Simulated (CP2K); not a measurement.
# BiS: band structure with PBE

The system is BiS.

```
CELL_PARAMETERS angstrom
4.00294 0.00000 0.00000
0.00000 4.00294 0.00000
0.00000 0.00000 4.00294
ATOMIC_POSITIONS crystal
Bi 0.50000 0.50000 0.50000
S 0.00000 0.00000 0.00000
```

The cell was built by a generator and needn't be a form met in nature.

* Program: CP2K 2026.2
* Task: band structure
* Functional: PBE
* Potentials or basis: GTH_POTENTIALS Bi GTH-PBE-q5, S GTH-PBE-q6; TZVP-MOLOPT-SR-GTH, TZVP-MOLOPT-GTH basis
* Density cutoff: 6123 eV
* k mesh: 7 × 7 × 7
* Occupations: fermi-dirac, width 0.05 eV
* Spin: no spin polarisation
* SCF solver: diagonalisation with k points
* Quickstep method: GPW
* EPS_DEFAULT: 1.0E-9
* EPS_SCF: 1.0E-6
* MAX_SCF: 100
* SCF_GUESS: ATOMIC
* k points reduced by the point group: yes
* Mesh centred on Gamma: yes
* CHOLESKY: OFF
* EPS_EIGVAL: 1.0E-7
* MIXING METHOD: BROYDEN_MIXING
* MIXING ALPHA: 0.4
* NBUFFER: 8
* NGRIDS: 4
* Basis sets: Bi TZVP-MOLOPT-SR-GTH-q5, S TZVP-MOLOPT-GTH-q6
* Potentials: Bi GTH-PBE-q5 of GTH_POTENTIALS, S GTH-PBE-q6 of GTH_POTENTIALS
* ADDED_MOS: [10]
* Points a segment of the path (NPOINTS): 10
* Bands added on the path: 6
* REL_CUTOFF (Ry): 60 Ry
* MIXING BETA (1/bohr): 1.5 1/bohr
* CUTOFF of the grids: 450 Ry

```
Pressure               : -10.5 GPa
Band gap on the k mesh : none (metal or under the smearing width)
Mulliken charges       : Bi +0.42; S -0.42 e
Hirshfeld charges      : Bi +0.28; S -0.28 e
```

Levels at the corners of the path, in eV from the Fermi level:
| point | band 2 | band 3 | band 4 | band 5 | band 6 | band 7 | band 8 | band 9 |
| --- | --- | --- | --- | --- | --- | --- | --- | --- |
| Γ | -10.01 | -2.15 | -2.15 | -2.15 | 2.46 | 2.46 | 2.46 | 5.41 |
| X | -11.18 | -1.89 | -1.70 | -1.26 | -1.26 | 1.08 | 1.08 | 7.58 |
| M | -10.61 | -4.28 | -4.28 | -1.03 | 1.48 | 1.48 | 1.81 | 6.47 |
| Γ | -10.01 | -2.15 | -2.15 | -2.15 | 2.46 | 2.46 | 2.46 | 5.41 |
| R | -10.15 | -2.56 | -2.56 | -2.56 | -1.78 | -1.78 | -1.78 | 10.27 |
| X | -11.18 | -1.89 | -1.70 | -1.26 | -1.26 | 1.08 | 1.08 | 7.58 |
| M | -10.61 | -4.28 | -4.28 | -1.03 | 1.48 | 1.48 | 1.81 | 6.47 |
| R | -10.15 | -2.56 | -2.56 | -2.56 | -1.78 | -1.78 | -1.78 | 10.27 |

It took 10 s on 1 thread of Arm Neoverse V2, with other jobs on the host, peak memory 0.25 GiB.

Caveat: Mulliken charges move with the basis; spin-orbit coupling is left out, which moves the levels of the heavy elements; the basis of atomic orbitals isn't converged, which shifts pressures, moduli and gaps.
